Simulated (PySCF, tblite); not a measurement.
**C5H3FN2O: geometry, infrared bands and NMR shifts**

What infrared bands and NMR shifts should C5H3FN2O (`CO/C(C#N)=C(/F)C#N`) show?

The runs use tblite 0.8.0 and PySCF 2.14.0, with density-fitted response routines of our own; the level of theory stands in each step. All values are computed, except where a source is named. Atoms count from 0, in the outputs and in this text.

## Step 1: The molecule as given

12 atoms, charge 0, multiplicity 1; geometry from: force field or distance geometry start.

Bonds of the start (Å): C0–O1 1.41, O1–C2 1.40, C2–C3 1.44, C3–N4 1.16, C2–C5 1.33, C5–F6 1.36, C5–C7 1.42, C7–N8 1.17, C0–H9 1.09, C0–H10 1.10, C0–H11 1.10.

## Step 2: Optimising the geometry with GFN2-xTB

The job: settings as JSON, then the geometry in Å.

```
{"job": {"kind": "relax", "xc": "GFN2-xTB", "basis": "xTB"}, "charge": 0, "multiplicity": 1}
C     -1.412800    -1.044400    -0.815400
O     -0.060100    -0.753900    -0.524400
C      0.199300     0.366900     0.265500
C     -0.873600     1.209100     0.725300
N     -1.757800     1.855200     1.109500
C      1.444900     0.700600     0.582800
F      1.686300     1.803000     1.337400
C      2.584300    -0.050400     0.173400
N      3.512500    -0.668400    -0.164000
H     -1.452600    -1.950100    -1.420700
H     -1.874000    -0.231800    -1.397600
H     -1.995200    -1.236500     0.102100
```

Run with:

```bash
$ OMP_NUM_THREADS=1 python probes_run.py task.json out
```

This one command runs all jobs of the session in turn.

**Question.** This job is followed by: GFN2-xTB harmonic vibrations, gas phase; GIAO PBE0/pcSseg-1 NMR shielding, non-relativistic, gas phase. What will the session give for the following? strongest single infrared mode (GFN2-xTB); zero-point energy (GFN2-xTB); 13C shifts against TMS (PBE0/pcSseg-1); 1H shifts against TMS (PBE0/pcSseg-1, means over atoms taken as alike); 17O shifts against H2O (PBE0/pcSseg-1); 15N shifts against NH3 (PBE0/pcSseg-1); 19F shifts against CFCl3 (PBE0/pcSseg-1).

As calculated:

```
                                                              quantity                                 value
                             strongest single infrared mode (GFN2-xTB)                 1206 cm⁻¹, 432 km/mol
                                          zero-point energy (GFN2-xTB)                         45.1 kcal/mol
                                13C shifts against TMS (PBE0/pcSseg-1)  144.5, 143.2, 114.6, 113.8, 59.8 ppm
1H shifts against TMS (PBE0/pcSseg-1, means over atoms taken as alike)                              4.14 ppm
                                17O shifts against H2O (PBE0/pcSseg-1)                              85.1 ppm
                                15N shifts against NH3 (PBE0/pcSseg-1)                      361.8, 360.7 ppm
                              19F shifts against CFCl3 (PBE0/pcSseg-1)                            -160.0 ppm
```

In words: Relaxing lowered the energy by 0.142 eV in 23 steps; the close pair that moved most is O1–C2, from 1.396 to 1.345 Å. All 30 modes are real, so the xTB geometry is a minimum. The strongest single mode, at 1206 cm⁻¹, moves mainly C5. GFN2-xTB is a fitted tight-binding method: band positions and strengths are rough. Its intensities can rank the bands wrongly.
